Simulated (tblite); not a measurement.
# C5H10BFSi: the cost of one run

Computed with tblite 0.8.0 and PySCF 2.14.0, with density-fitted response routines of our own, on a single molecule in the gas phase. Atoms count from 0, in the outputs and in this text.

## (1) The molecule as given

18 atoms, charge 0, multiplicity 1; geometry from: force field or distance geometry start.

Bonds of the start (Å): C0–B1 1.58, B1–Si2 1.96, Si2–F3 1.68, B1–C4 1.58, C4–C5 1.54, C5–C6 1.55, C6–C7 1.54, C7–C4 1.55, C7–C5 1.41, C0–H8 1.10, C0–H9 1.11, C0–H10 1.12, Si2–H11 1.47, Si2–H12 1.49, C4–H13 1.11, C5–H14 1.03, C6–H15 1.11, C6–H16 1.10, C7–H17 1.03.

## (2) Optimising the geometry with GFN2-xTB

Job settings and geometry (Å):

```
{"job": {"kind": "relax", "xc": "GFN2-xTB", "basis": "xTB"}, "charge": 0, "multiplicity": 1}
C     -1.144700     1.267500    -1.356900
B     -0.791400    -0.194900    -0.877200
Si    -2.093700    -1.058700     0.299500
F     -1.398800    -2.494800     0.823400
C      0.703600    -0.518600    -0.483500
C      1.611200     0.628600     0.002100
C      2.507100    -0.178200     0.968700
C      0.969200    -0.141400     0.994400
H     -0.524900     1.989900    -0.805600
H     -0.992800     1.301000    -2.456000
H     -2.236600     1.453000    -1.207700
H     -3.370300    -1.287400    -0.394300
H     -2.346700    -0.159400     1.456600
H      1.202200    -1.430200    -0.882600
H      1.687300     1.613100    -0.305500
H      2.910600     0.329800     1.867000
H      2.995600    -1.086800     0.577300
H      0.304100    -0.025900     1.768500
```

Run with:

```
> OMP_NUM_THREADS=1 python probes_run.py task.json out
```

One launch serves the whole session: the jobs run in the order shown.

Q: Estimate the wall time of this first job on 1 thread of Arm Neoverse V1, shared host.

About 1.2 s.
